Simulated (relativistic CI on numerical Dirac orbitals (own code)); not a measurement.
# Hf⁺: 5d valence photoemission multiplets

Aim: the 5d valence photoemission spectrum of Hf⁺ in 3 surroundings, from the same atomic integrals.

The numbers are computed with relativistic CI on numerical Dirac orbitals (own code) version 1 (Dirac-Coulomb-Breit CI, KLI orbitals optimised for each configuration, model QED (radiative potential, 1s self-energy scaled to tabulated hydrogen-like ionisation energies), valence Slater integrals scaled by 0.8, multiplet model of photoemission in the sudden approximation in a parametric crystal field), except any that are marked as measured or tabulated.

## Step 1: The system

* ion: Hf⁺ (Hf II)
* nuclear charge: 72
* electrons: 71
* configurations: [Xe] 4f14 5d3 → [Xe] 4f14 5d2
* temperature: 300 K
* widths: Lorentz 0.21 eV, Gauss 0.5 eV
* surrounding 1: Oh, 10Dq = 25350 cm⁻¹
* surrounding 2: Oh, 10Dq = 32450 cm⁻¹
* surrounding 3: Oh, 10Dq = 39550 cm⁻¹

## Step 2: Surrounding 1: Oh, 10Dq = 25350

Input settings:

```ini
atom Hf  Z=72  charge=1  electrons=71
nucleus A=180  rms_radius_fm=5.3470
hamiltonian dirac-coulomb  breit=on  qed=on  c_scale=1
orbitals kli  potential=per-configuration
slater_scale 0.8
correlation none
mixing on
configurations
  [Xe] 4f14 5d3
  [Xe] 4f14 5d2
end
photoemission 5d valence T=300 lorentz=0.21 gauss=0.5
crystal_field Oh 10Dq=25350
```

## Step 3: Surrounding 2: Oh, 10Dq = 32450

The settings differ from step 2 so:

```diff
@@ -12,2 +12,2 @@
 photoemission 5d valence T=300 lorentz=0.21 gauss=0.5
-crystal_field Oh 10Dq=25350
+crystal_field Oh 10Dq=32450
```

## Step 4: Surrounding 3: Oh, 10Dq = 39550

The settings differ from step 3 so:

```diff
@@ -12,2 +12,2 @@
 photoemission 5d valence T=300 lorentz=0.21 gauss=0.5
-crystal_field Oh 10Dq=32450
+crystal_field Oh 10Dq=39550
```

(Steps that only read results are left out.)

**Question.** What will these runs give? Wanted: highest peak, first run; ground spin.

**Answer**, as computed:

| surrounding | ground S | centroid (eV) | spread (eV) | up to four highest peaks (% of the highest), eV |
| --- | --- | --- | --- | --- |
| 1: Oh | 1.50 | 12.68 | 0.40 | 12.6 (100) |
| 2: Oh | 1.50 | 13.03 | 0.40 | 13.0 (100) |
| 3: Oh | 1.50 | 13.39 | 0.39 | 13.4 (100) |

```
                           quantity    value
            highest peak, first run  12.6 eV
ground spin (effective S from ⟨S²⟩)     1.50
```

The position of the maximum differs by up to 0.8 eV between the surroundings, by shifts of peaks or by peaks exchanging rank. Energies are those of the free ion without screening by ligands; binding energies in solids differ by tens of eV.
